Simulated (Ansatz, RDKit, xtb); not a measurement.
# C5H4F2S: ranking a sample of isomers

A sample of isomers of C5H4F2S is drawn. Aim: find which of them has the lowest free energy at 298.15 K, then its properties. The sample is small against all isomers, and the most stable one of this formula need not be in it.

Plan: many cheap relaxations first (GFN2-xTB), then density-functional screening, relaxation at B3LYP/def2-SVP, vibrations (at GFN2-xTB) and a final energy. The numbers are computed, not measured.

**1. Candidates**

Isomers were taken from a list of plausible structures; this is a sample, not all of them. That gives 4 candidates.

```tsv
label	SMILES	spin
c092	FC(F)c1cccs1	singlet
c288	C=CC(=C=S)C(F)F	singlet
c448	C#CCC(=S)C(F)F	singlet
c580	FCc1ccc(F)s1	singlet
```

Candidates are built by distance geometry, with a force field where one applies, in up to four conformers (letters a to d).

Q: Predict the outcome of this search (final energies at CCSD(T)/def2-SVP + MP2/def2-TZVPP - MP2/def2-SVP).

| quantity | value |
| --- | --- |
| lowest structure found | FC(F)c1cccs1, singlet |
| next finalist | FCc1ccc(F)s1, singlet, 15.2 kcal/mol higher in G |
| share at equilibrium, among the finalists | 100.0 % |

`FC(F)c1cccs1` comes out lowest. Among the finalists first place is clear (15.2 kcal/mol); structures outside the list aren't covered. GFN2-xTB, HF/STO-3G, r2SCAN-D4/def2-SVP, B3LYP/def2-SVP, HF/def2-SVP and MP2/def2-SVP already put its bonding pattern lowest among the structures in one piece. Lowest found is not proven lowest: the search is finite, and each finalist counts with one conformer. Only 4 drawn patterns were tried, so whole families of isomers are missing, and the result ranks this sample alone. The lowest isomer need not be the one that is made and kept in a bottle, which depends on barriers.
